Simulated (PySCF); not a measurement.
# Cl4Ru ([RuCl4]+): the cost of one run

Programs: PySCF 2.14.0, with routines of our own; each step states its level. All values are computed. Atoms count from 0.

## 1. The system as given

5 atoms, charge 1, states of the metal's open shell are computed; geometry from: model geometry, bond lengths from ionic radii.

## 2. Ligand-field states: state-averaged CASSCF

What the job is given:

```
{"job": {"kind": "lf", "basis": {"metal": "x2c-TZVPall", "ligand": "x2c-SVPall"}, "nevpt": true}, "charge": 1, "metal": "Ru", "open_shell": "d3"}
Ru     0.000000     0.000000     0.000000
Cl     1.244190     1.244190     1.244190
Cl    -1.244190    -1.244190     1.244190
Cl    -1.244190     1.244190    -1.244190
Cl     1.244190    -1.244190    -1.244190
```

Level: state-averaged CASSCF of the metal d shell, SC-NEVPT2 on the averaged canonical orbitals, state-interaction spin-orbit coupling.

Started as:

```bash
OMP_NUM_THREADS=1 python lf_run.py task.json out
```

This one command runs all jobs of the session in turn.

**Question.** How long does this first job take on 1 thread of Arm Neoverse V2, shared host, and how much memory does it need?

About 14 s, with a peak of 0.34 GiB.
